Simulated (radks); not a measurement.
**Cr⁺ in [Ar] 3d5: an all-electron calculation**

The task here is to estimate one member of a computed series from the others.

Program: radks (a radial shooting solver on a logarithmic mesh, Libxc functionals) version 1. Level of theory: scalar-relativistic Kohn-Sham, r2SCAN, spin-polarised, spherical densities, finite nucleus; open shells are filled with parallel spins first. These are calculated values, not measurements, unless marked.

### What is computed

| Quantity | Value |
| --- | --- |
| element | chromium (Z = 24) |
| charge | +1 |
| electrons | 23 |
| configuration | [Ar] 3d5 |
| nuclear rms radius | 3.6452 fm |

Outer shells as boxes (Hund's rule):

Cr⁺
```
[Ar] core
3d [↑ ][↑ ][↑ ][↑ ][↑ ]
```

The first run:

Settings of this run:

```text
Z 24
configuration [Ar] 3d5 4s0 4p0 4d0 4f0
relativity scalar-relativistic
functional r2scan,r2scan
spin polarised
nucleus finite rms 3.6452 fm
c 137.035999084
```

Launch:

```console
python run_ks.py task.json out
```

This one command runs every case of the session in turn.

One table of the session follows, with a row left open; its other results are not shown here.

It belongs to the step «Radial structure». From the orbitals of this run (lengths in bohr):

```
  level      <r>  outermost maximum (interpolated)  90 % within  nodes
1s down  0.06356                            0.0416        0.113      0
  1s up  0.06356                            0.0416        0.113      0
  2s up   0.2927                             0.243        0.454      1
2s down   0.2920                             0.243        0.453      1
  2p up   0.2600                             0.198        0.426      0
2p down        ?                                 ?            ?      ?
  3s up   0.9041                             0.777         1.36      2
3s down   0.9070                             0.778         1.36      2
  3p up   0.9694                             0.800         1.50      1
3p down   0.9729                             0.802         1.50      1
  3d up    1.365                             0.844         2.42      0
  4s up    2.994                              2.53         4.47      3
  4p up    3.859                              3.22         5.84      2
```

**Question.** Estimate the row for 2p down.

As computed: <r>: 0.2592; outermost maximum (interpolated): 0.198; 90 % within: 0.425; nodes: 0. In the column «<r>» it lies between 1s up (0.06356) and 2p up (0.2600).

Limits of these values: Open shells are spherical and high-spin; term and fine-structure splittings are not resolved.
